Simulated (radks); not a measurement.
# I²⁺ in [Kr] 4d10 5s2 5p3: an all-electron calculation

One table from this session's results is given with a row withheld; the runs are named, their logs left out.

Method: Dirac Kohn-Sham, PBEsol, spin-unpolarised, spherical densities, finite nucleus; open shells fill j = l - 1/2 first. Code: radks (a radial shooting solver on a logarithmic mesh, Libxc functionals) version 1.

**Starting point**

```
element            : iodine (Z = 53)
charge             : +2
electrons          : 51
configuration      : [Kr] 4d10 5s2 5p3
nuclear rms radius : 4.75 fm
```

Set-up of the first run:

The run's settings:

```text
Z 53
configuration [Kr] 4d10 5s2 5p3
relativity Dirac
functional pbe_sol,pbe_sol
spin unpolarised
j_filling energy
nucleus finite rms 4.75 fm
c 137.035999084
```

Command:

```bash
$ python run_ks.py task.json out
```

All runs below come from this command, one after another.

One of the session's tables, all rows but one given; the rest of the session is left out.

It belongs to the step «Orbitals and density». From the orbitals of this run (lengths in bohr):

```
level      <r>  outermost maximum (interpolated)  90 % within  nodes
1s1/2  0.02723                            0.0175       0.0490      0
2s1/2   0.1168                            0.0993        0.181      1
2p1/2        ?                                 ?            ?      ?
2p3/2   0.1042                            0.0809        0.169      0
3s1/2   0.3140                             0.286        0.462      2
3p1/2   0.3041                             0.272        0.457      1
3p3/2   0.3157                             0.283        0.474      1
3d3/2   0.2866                             0.230        0.451      0
3d5/2   0.2902                             0.233        0.456      0
4s1/2   0.7399                             0.681         1.07      3
4p1/2   0.7726                             0.699         1.13      2
4p3/2   0.8009                             0.723         1.17      2
4d3/2   0.9127                             0.773         1.39      1
4d5/2   0.9240                             0.782         1.41      1
5s1/2    1.876                              1.67         2.71      4
5p1/2    2.153                              1.88         3.14      3
5p3/2    2.232                              1.96         3.25      3
```

Q: Estimate the row for 2p1/2 from the others.

**Answer.** <r>: 0.09849; outermost maximum (interpolated): 0.0761; 90 % within: 0.162; nodes: 0. In the column «<r>» it lies between 1s1/2 (0.02723) and 2p3/2 (0.1042).

Caveats from the session: Spin polarisation and multiplet splitting are left out.
